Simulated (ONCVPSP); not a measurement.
# Gadolinium: generating and testing an ONCV potential

Aim: build the potential from the settings below, then test how well it stands in for the atom: other configurations, scattering, ghost states and the plane-wave cutoff that it needs.

Program: ONCVPSP 4.0.1.1 (patched build). Reference atom: PBE, scalar-relativistic, spherical and spin-unpolarised. All values are calculated.

## Step 1: The atom and the settings

Typed settings, in words:

```
element                 : gadolinium (Gd, Z = 64)
type                    : optimised norm-conserving Vanderbilt (ONCV)
frozen core             : [Kr] 4d10
valence charge          : 18
reference configuration : 4f7 5s2 5p6 5d1 6s1.5 (charge +0.5)
partial waves           : 5s+6s: rc 2.15 bohr, ncon 4, nbas 7, qcut 4.8 1/bohr, 2 projectors; 5p: rc 2.15 bohr, ncon 4, nbas 8, qcut 8 1/bohr, 2 projectors, debl 3.9 Ha; 5d: rc 3.45 bohr, ncon 4, nbas 8, qcut 5.5 1/bohr, 2 projectors, debl 1.7 Ha; 4f: rc 1.50 bohr, ncon 3, nbas 7, qcut 12.4 1/bohr, 2 projectors, debl 1.1 Ha
local potential         : polynomial inside 0.86 bohr (lpopt 5, dvloc0 -1 Ha)
core correction         : not asked for
```

The nodes and maxima of the atom's own shells, from an earlier all-electron run, set the scale for the radii.

All-electron outer shells of the reference configuration (PBE, scalar-relativistic, ld1.x):

| shell | level (eV) | outermost node (bohr) | outermost maximum (bohr) |
| --- | --- | --- | --- |
| 4d | -150.73 | 0.27 | 0.56 |
| 5s | -52.76 | 0.65 | 1.20 |
| 5p | -30.28 | 0.70 | 1.35 |
| 4f | -11.71 | – | 0.56 |
| 6s | -6.62 | 1.60 | 3.29 |
| 5d | -5.34 | 0.79 | 1.95 |
| 6p | -3.44 | 1.91 | 4.28 |

## Step 2: Generating the potential

Gd.dat reads:

```
# ATOM AND REFERENCE CONFIGURATION
# atsym  z   nc   nv     iexc    psfile
  Gd 64.00    9    5        4      upf
#
#   n    l    f
    1    0    2.00
    2    0    2.00
    2    1    6.00
    3    0    2.00
    3    1    6.00
    3    2   10.00
    4    0    2.00
    4    1    6.00
    4    2   10.00
    4    3    7.00
    5    0    2.00
    5    1    6.00
    5    2    1.00
    6    0    1.50
#
# PSEUDOPOTENTIAL AND OPTIMIZATION
# lmax
    3
#
#   l,   rc,      ep,       ncon, nbas, qcut
    0    2.15    0.00    4    7    4.80
    1    2.15    0.00    4    8    8.00
    2    3.45    0.00    4    8    5.50
    3    1.50    0.00    3    7   12.40
#
# LOCAL POTENTIAL
# lloc, lpopt,  rc(5),   dvloc0
    4    5    0.86   -1.00
#
# VANDERBILT-KLEINMAN-BYLANDER PROJECTORs
# l, nproj, debl
    0    2    0.70
    1    2    3.90
    2    2    1.70
    3    2    1.10
#
# MODEL CORE CHARGE
# icmod, fcfact, rcfact
    0    0.00    0.00
#
# LOG DERIVATIVE ANALYSIS
# epsh1, epsh2, depsh
   -3.00    5.00    0.02
#
# OUTPUT GRID
# rlmax, drl
    6.00    0.01
#
# TEST CONFIGURATIONS
# ncnf
    4
# nvcnf
#   n    l    f
    5
    4    3    7.00
    5    0    2.00
    5    1    6.00
    5    2    1.00
    6    0    2.00
#
    5
    4    3    7.00
    5    0    2.00
    5    1    6.00
    5    2    1.00
    6    0    1.00
#
    5
    4    3    7.00
    5    0    2.00
    5    1    6.00
    5    2    1.00
    6    0    0.00
#
    5
    4    3    6.00
    5    0    2.00
    5    1    6.00
    5    2    0.00
    6    0    0.00
#
```

On the command line:

```bash
oncvpsp.x < Gd.dat > Gd.out
```

Before running it: what results should come out? Wanted: cutoffs for 1 and 0.1 mHa per electron, occupied waves; bound ghosts; GHOST(+) flags; largest test error; largest phase difference near zero energy, channels read.

As calculated:

```
                                                quantity                              value
  cutoffs for 1 and 0.1 mHa per electron, occupied waves                    61 Ha and 67 Ha
                                            bound ghosts   s at -301.14 eV, d at -244.16 eV
                                          GHOST(+) flags                        p at -21 eV
                            largest test error (AE − PS)  +495 meV, for 4f6 5s2 5p6 5d0 6s0
largest phase difference near zero energy, channels read                          3.141 rad
```

**Reading.** A bound ghost (s, d) makes it unfit for use: electrons can fall into a state that the atom doesn't have. The worst unpolarised test, 4f6 5s2 5p6 5d0 6s0, is off by 495 meV on 79.4 eV; by total energies transferability rates as poor. That test lies far up in energy; among those under 40 eV, nearer to bonding, the largest error is 6.5 meV. The potential is hard: the looser tolerance needs 61 Ha. At the looser tolerance the 4f wave is the slowest; 5p needs 16 Ha. Near zero energy the largest phase difference among the channels read is 3.14 rad, in the p channel. A step near π is an extra or missing state, not a misfit of shape. The program also flags highly localised states, GHOST(+) (p). These are tests on the free atom; a crystal test is still owed.
